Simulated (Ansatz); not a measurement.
# CH4AlNSn: how energies converge with the basis set

Aim: see how fast density functionals converge with the basis set for CH4AlNSn.

Computed with Ansatz 0.2.0, Gaussian basis. Level: one geometry, several basis sets.

Plan: PBE0-D4/def2-SVP; ωB97M-V/def2-SVP; PBE0-D4/def2-QZVPP; ωB97M-V/def2-QZVPP; the functionals' def2-TZVPP values are taken from earlier runs.

1 further run of the same task is left out (for a known fault of the program).

### 1 The geometry

All runs share one geometry, relaxed beforehand with PBE0-D4 in a triple-zeta def2 set. Sn takes the def2 core potential; no spin-orbit term is included.

SMILES `[AlH2][C]1=[N][SnH2]1`, 8 atoms, charge 0, spin multiplicity 1.

Atoms are counted from 1 here; the program's logs count them from 0.

Bond lengths: Al1–C2 2.024 Å, Al1–H5 1.578 Å, Al1–H6 1.581 Å, C2–N3 1.165 Å, C2–Sn4 2.674 Å, N3–Sn4 2.423 Å, Sn4–H7 1.940 Å, Sn4–H8 1.768 Å. Angles: C2–Al1–H5 112.6°, C2–Al1–H6 111.1°, H5–Al1–H6 126.5°, Al1–C2–N3 152.2°, Al1–C2–Sn4 87.4°, N3–C2–Sn4 65.0°, C2–N3–Sn4 89.2°, C2–Sn4–N3 25.8°, C2–Sn4–H7 64.0°, C2–Sn4–H8 83.9°, N3–Sn4–H7 89.4°, N3–Sn4–H8 89.8°, H7–Sn4–H8 86.7°.

### 2 PBE0-D4 in def2-SVP

in.yaml

```yaml
crystal:
  periodic: [false, false, false]
  atoms:
    - {symbol: Al, position_ang: [-0.608165, 1.001321, -0.493686]}
    - {symbol: C, position_ang: [0.388964, 0.507457, 1.197032]}
    - {symbol: N, position_ang: [1.137447, -0.154723, 1.796531]}
    - {symbol: Sn, position_ang: [1.279625, -1.652307, -0.103317]}
    - {symbol: H, position_ang: [-2.140505, 0.630511, -0.423595]}
    - {symbol: H, position_ang: [0.017264, 2.286593, -1.168711]}
    - {symbol: H, position_ang: [0.319013, -0.351341, -1.175156]}
    - {symbol: H, position_ang: [-0.301544, -2.324711, 0.315204]}
basis:
  gaussian: {orbitals: def2-SVP}
hamiltonian: {xc: pbe0, dispersion: d4}
output: {orbitals: {seedname: orbitals}}
```

Run with:

```
$ ansatz run in.yaml --threads 2 --pin off --events-out ev --progress --plain --max-ram 4352MiB
```

Further steps of the session: ωB97M-V in def2-SVP; PBE0-D4 in def2-QZVPP; ωB97M-V in def2-QZVPP.

**Question.** What will the summary of the whole plan be? Wanted: PBE0-D4: double and triple zeta above quadruple; ωB97M-V: double and triple zeta above quadruple.

**Answer**, as computed:

```
                                       quantity          value
PBE0-D4: double and triple zeta above quadruple  5.92, 0.39 eV
ωB97M-V: double and triple zeta above quadruple  6.05, 0.38 eV
```

**Reading.** PBE0-D4 gains 5.52 eV from double to triple zeta, then 0.39 eV more. Total energies overstate the basis error of differences, where much of it tends to cancel.
